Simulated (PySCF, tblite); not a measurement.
**C₃H₉BF₂Si: geometry, infrared bands and NMR shifts**

Aim: predict the infrared bands and NMR shifts of C₃H₉BF₂Si (`CC(C)B(F)[SiH2]F`).

The runs use tblite 0.8.0 and PySCF 2.14.0, with density-fitted response routines of our own; the level of theory stands in each step. All values are computed, except where a source is named. Atoms count from 0, in the outputs and in this text.

## Step 1: The molecule as given

16 atoms, charge 0, multiplicity 1; geometry from: force field or distance geometry start.

Bonds of the start (Å): C0–C1 1.51, C1–C2 1.54, C1–B3 1.60, B3–F4 1.44, B3–Si5 1.94, Si5–F6 1.69, C0–H7 1.12, C0–H8 1.11, C0–H9 1.12, C1–H10 1.12, C2–H11 1.12, C2–H12 1.13, C2–H13 1.10, Si5–H14 1.47, Si5–H15 1.48.

## Step 2: Geometry optimisation with GFN2-xTB

What the job is given:

```
{"job": {"kind": "relax", "xc": "GFN2-xTB", "basis": "xTB"}, "charge": 0, "multiplicity": 1}
C     -1.517700     1.010500     0.025700
C     -0.484500     0.085200     0.632700
C     -1.123100    -1.208000     1.163100
B      0.658700    -0.257400    -0.438700
F      0.316800    -0.954500    -1.647200
Si     2.501300     0.235900    -0.104100
F      2.609100     1.913800     0.067400
H     -1.041400     1.959300    -0.316600
H     -2.029600     0.524200    -0.833600
H     -2.296200     1.278200     0.790700
H     -0.012300     0.602300     1.501500
H     -1.632200    -1.762200     0.335300
H     -1.899200    -0.958400     1.940500
H     -0.365200    -1.863300     1.626800
H      3.337400    -0.184700    -1.231300
H      2.970500    -0.412200     1.144200
```

Command:

```console
OMP_NUM_THREADS=1 python probes_run.py task.json out
```

This one command runs all jobs of the session in turn.

**Question.** This job is followed by: GFN2-xTB harmonic vibrations, gas phase; GIAO PBE0/pcSseg-1 NMR shielding, non-relativistic, gas phase. Predict these results of the whole session: strongest single infrared mode (GFN2-xTB); zero-point energy (GFN2-xTB); 13C shifts against TMS (PBE0/pcSseg-1, means over atoms taken as alike); 1H shifts against TMS (PBE0/pcSseg-1, means over atoms taken as alike); 11B shifts against BF3·OEt2 (PBE0/pcSseg-1); 19F shifts against CFCl3 (PBE0/pcSseg-1); 29Si shifts against TMS (PBE0/pcSseg-1); surface potential, 1st and 99th percentile.

The runs gave:

| quantity | value |
| --- | --- |
| strongest single infrared mode (GFN2-xTB) | 2242 cm⁻¹, 407 km/mol |
| zero-point energy (GFN2-xTB) | 73.9 kcal/mol |
| 13C shifts against TMS (PBE0/pcSseg-1, means over atoms taken as alike) | 34.1, 17.7 ppm |
| 1H shifts against TMS (PBE0/pcSseg-1, means over atoms taken as alike) | 5.39, 1.35, 1.19 ppm |
| 11B shifts against BF3·OEt2 (PBE0/pcSseg-1) | 72.6 ppm |
| 19F shifts against CFCl3 (PBE0/pcSseg-1) | 43.4, -270.9 ppm |
| 29Si shifts against TMS (PBE0/pcSseg-1) | -9.4 ppm |
| surface potential, 1st and 99th percentile | -1.17 V and 1.81 V |

Relaxing lowered the energy by 0.543 eV in 214 steps; the close pair that moved most is B3–F4, from 1.436 to 1.326 Å. No mode is imaginary among the 42: a minimum at this level. The strongest single mode, at 2242 cm⁻¹, moves mainly H14. Unscaled tight-binding wavenumbers are off by several per cent, some by more. Its intensities can rank the bands wrongly. At PBE0/pcSseg-1: Shielding is most anisotropic at F4 (span 586 ppm, paramagnetic term -341 ppm). By nearest atom (PBE0/pcSseg-1), the HOMO sits on B3 26 %; C1 19 % and the LUMO on B3 51 %; F4 11 %.
